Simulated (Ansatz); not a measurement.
# ZrHBr: the cost of one run

Method: DFT PBEsol, scalar-relativistic, plane waves, PAW, in Ansatz 0.2.0.

1 further run of the same task is left out (set aside as unsound or not needed).

## (1) The structure to begin with

The structure is trigonal, space group P-3m1 (No. 164). Conventional cell: a = 3.451 Å, b = 3.451 Å, c = 10.228 Å, α = 90.00°, β = 90.00°, γ = 120.00°. Around Zr (site symmetry 3m) lie 4 H at 2.07 to 2.18 Å and 3 Br at 2.76 Å. Around H (site symmetry 3m) lie 4 Zr at 2.07 to 2.18 Å. Br (site symmetry 3m) has 3 Zr at 2.76 Å and 1 H at 2.79 Å as nearest neighbours.

Structure file:

```xyz
6
Lattice="3.4510 0.0000 0.0000 -1.7255 2.9886 0.0000 0.0000 0.0000 10.2284" Properties=species:S:1:pos:R:3 pbc="T T T"
Zr    0.0000    1.9924    6.5870
Zr    1.7255    0.9962    3.6414
H     0.0000    1.9924    4.5172
H     1.7255    0.9962    5.7112
Br    0.0000    1.9924    1.7267
Br    1.7255    0.9962    8.5017
```

The structure comes from the Materials Project (structure only).

## (2) A distortion of lower symmetry

The change: strain xx, yy, zz, yz, xz, xy = -1.5, -0.6, -2.5, +0.0, +0.0, +0.0 %; atoms moved by 0.06 Å root mean square, at most 0.08 Å.

Input file input.yaml:

```yaml
crystal:
  lattice:
    - [3.3997627621, 0.0, 0.0]
    - [-1.6998813811, 2.9703417918, -0.0012552255]
    - [0.0, -0.0042959385, 9.967804731]
  atoms:
    - { symbol: Zr, position: [0.3408479992, 0.663413726, 0.6454691971] }
    - { symbol: Zr, position: [0.6774342732, 0.336586274, 0.3545308029] }
    - { symbol: H, position: [0.3085531068, 0.6564629182, 0.440690481] }
    - { symbol: H, position: [0.6520901886, 0.3435370818, 0.559309519] }
    - { symbol: Br, position: [0.3382180047, 0.6553615772, 0.1651756283] }
    - { symbol: Br, position: [0.6828564275, 0.3446384228, 0.8348243717] }
basis:
  ecutwfc: 420
kpoints:
  mp_grid: { grid: [10, 10, 4] }
hamiltonian:
  xc: pbesol
scf:
  occupations: { method: gaussian, width: 0.1 }
output:
  forces: true
  stress: true
  eigenvalues: true
```

Command:

```console
$ ansatz run input.yaml --threads 1 --pin off --max-ram 1331MiB --backend cpu --events-out ev --progress --plain --runs-dir out
```

Q: Estimate wall time and peak memory on 1 thread of an x86-64 CPU, shared host.

About 13 s, with a peak of 0.53 GiB.
